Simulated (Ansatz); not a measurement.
**CH8OSi3: up Jacob's ladder to CCSD(T)**

An exercise on one series of results from a longer session: the logs are not shown, and one member is left open.

Method: functionals in def2-TZVPP, the program's frozen cores in correlated methods; program: Ansatz 0.2.0, Gaussian basis.

Levels to be run: PBE-D4, r2SCAN-D4, PBE0-D4, B3LYP-D4, ωB97X-V, ωB97M-V, B2PLYP; CCSD(T)/def2-TZVPP; MP2/def2-QZVPP; extrapolation to the limit.

## The relaxed structure

An earlier PBE0-D4 in a triple-zeta def2 set relaxation fixed the geometry.

13 atoms, charge 0, spin multiplicity 1.

Atoms are counted from 1 here; the program's logs count them from 0.

Bond lengths: O1–C2 1.206 Å, C2–Si3 1.932 Å, C2–H6 1.116 Å, Si3–Si4 2.336 Å, Si3–H7 1.490 Å, Si3–H8 1.491 Å, Si4–Si5 2.343 Å, Si4–H9 1.490 Å, Si4–H10 1.490 Å, Si5–H11 1.482 Å, Si5–H12 1.490 Å, Si5–H13 1.486 Å. Angles: O1–C2–Si3 121.3°, O1–C2–H6 119.1°, Si3–C2–H6 119.6°, C2–Si3–Si4 107.5°, C2–Si3–H7 108.8°, C2–Si3–H8 105.6°, Si4–Si3–H7 115.3°, Si4–Si3–H8 111.5°, H7–Si3–H8 107.8°, Si3–Si4–Si5 110.1°, Si3–Si4–H9 108.3°, Si3–Si4–H10 108.9°, Si5–Si4–H9 110.8°, Si5–Si4–H10 110.6°, H9–Si4–H10 108.1°, Si4–Si5–H11 110.6°, Si4–Si5–H12 108.7°, Si4–Si5–H13 110.0° and more.

Coordinates:

```mol
CH8OSi3
  3D, bonds by distance, orders not assigned

 13 12  0  0  0  0  0  0  0  0999 V2000
   -1.4693    0.4163    1.5556 O   0  0
   -1.5599   -0.7689    1.3515 C   0  0
   -0.5530   -1.6259   -0.0568 Si  0  0
    1.2748   -0.2550   -0.5456 Si  0  0
    0.6291    1.9965   -0.4905 Si  0  0
   -2.2556   -1.3756    1.9781 H   0  0
   -0.2125   -3.0113    0.3718 H   0  0
   -1.4869   -1.7231   -1.2145 H   0  0
    1.7881   -0.6243   -1.8946 H   0  0
    2.3538   -0.5161    0.4475 H   0  0
    0.6191    2.5022    0.9030 H   0  0
    1.6060    2.7941   -1.2839 H   0  0
   -0.7132    2.1562   -1.1068 H   0  0
  1  2  8  0
  2  3  8  0
  3  4  8  0
  4  5  8  0
  2  6  8  0
  3  7  8  0
  3  8  8  0
  4  9  8  0
  4 10  8  0
  5 11  8  0
  5 12  8  0
  5 13  8  0
M  END
```

The first run:

in.yaml

```yaml
crystal:
  periodic: [false, false, false]
  atoms:
    - {symbol: O, position_ang: [-1.469278, 0.416349, 1.555612]}
    - {symbol: C, position_ang: [-1.559856, -0.768867, 1.351545]}
    - {symbol: Si, position_ang: [-0.552975, -1.625865, -0.056797]}
    - {symbol: Si, position_ang: [1.274837, -0.255010, -0.545631]}
    - {symbol: Si, position_ang: [0.629062, 1.996525, -0.490545]}
    - {symbol: H, position_ang: [-2.255626, -1.375571, 1.978130]}
    - {symbol: H, position_ang: [-0.212549, -3.011333, 0.371809]}
    - {symbol: H, position_ang: [-1.486936, -1.723112, -1.214545]}
    - {symbol: H, position_ang: [1.788150, -0.624298, -1.894571]}
    - {symbol: H, position_ang: [2.353847, -0.516144, 0.447492]}
    - {symbol: H, position_ang: [0.619072, 2.502160, 0.903005]}
    - {symbol: H, position_ang: [1.605977, 2.794064, -1.283922]}
    - {symbol: H, position_ang: [-0.713225, 2.156203, -1.106782]}
basis:
  gaussian: {orbitals: def2-TZVPP}
hamiltonian: {xc: pbe, dispersion: d4}
output: {forces: true, orbitals: {seedname: orbitals}}
```

Run with:

```bash
ansatz run in.yaml --threads 4 --pin off --events-out ev --progress --plain --max-ram 10444MiB
```

Among the steps run: PBE-D4 (GGA); r2SCAN-D4 (meta-GGA); PBE0-D4 (hybrid); B3LYP-D4 (hybrid); ωB97X-V (range-separated); ωB97M-V (range-separated); B2PLYP (double hybrid); CCSD(T) in def2-TZVPP; MP2 in def2-QZVPP.

One table of the session follows, with a row left open; its other results are not shown here.

```
            method  atomisation energy (kJ/mol)
            PBE-D4                       4225.5
         r2SCAN-D4                       4209.0
           PBE0-D4                       4171.4
          B3LYP-D4                       4202.1
           ωB97X-V                       4240.4
           ωB97M-V                       4203.7
            B2PLYP                       4138.7
     HF/def2-TZVPP                       3083.2
    MP2/def2-TZVPP                       4095.7
   CCSD/def2-TZVPP                            ?
CCSD(T)/def2-TZVPP                       4092.2
           MP2/CBS                       4209.0
       CCSD(T)/CBS                       4205.4
```

Estimate the missing values for CCSD/def2-TZVPP.

As computed: atomisation energy (kJ/mol): 4035.7. In the column «atomisation energy (kJ/mol)» it lies between HF/def2-TZVPP (3083.2) and CCSD(T)/def2-TZVPP (4092.2).

Limits of these values: Free atoms (1 O, 1 C, 3 Si, 8 H) were run apart at each level; the atomisation energy is their sum less the molecule, without zero-point or spin-orbit terms.
